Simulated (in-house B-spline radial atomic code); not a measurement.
# Er⁷⁺: ionisation energy by several methods

One table from this session's results is given with a row withheld; the runs are named, their logs left out.

Method: non-relativistic, several functionals, spin-polarised, exact exchange averaged over the configuration; spherical all-electron atom at the radial basis limit. Code: in-house B-spline radial atomic code version 1.

## What is computed

```
element       : erbium (Z = 68)
charge        : +7
electrons     : 61
configuration : [Kr] 4d10 4f10 5s2 5p3
nucleus       : point
```

The outer shells:

[Kr] 4d10 4f10 5s2 5p3
```
[Kr] core
4d [↑↓][↑↓][↑↓][↑↓][↑↓]
4f [↑↓][↑↓][↑↓][↑ ][↑ ][↑ ][↑ ]
5s [↑↓]
5p [↑ ][↑ ][↑ ]
```

Where spins are not typed, each open shell is filled with up spins first.

The first run:

Settings, as recorded:

```ini
Z = 68
electrons = 61.0
configuration = [Kr] 4d10 4f10 5s2 5p3
hamiltonian = nr
method = hse06
spin_polarised = True
exact_exchange = averaged over the configuration
```

Run with:

```sh
$ python run_scf.py task.json out
```

task.json lists these runs, among others, and the program works through them in turn.

Steps of the session up to this table: HSE06; r2SCAN0; B3LYP; ωB97X; CAM-B3LYP.

One table of the session follows, with a row left open; its other results are not shown here.

```
   method  ΔSCF (eV)
  r2SCAN0     127.85
    B3LYP     126.97
    HSE06     126.93
    ωB97X          ?
CAM-B3LYP     126.94
```

**Question.** Estimate the row for ωB97X.

**Answer.** ΔSCF (eV): 126.55. In the column «ΔSCF (eV)» it is the lowest.

Caveats from the session: These runs leave out relativity, which matters at this nuclear charge.
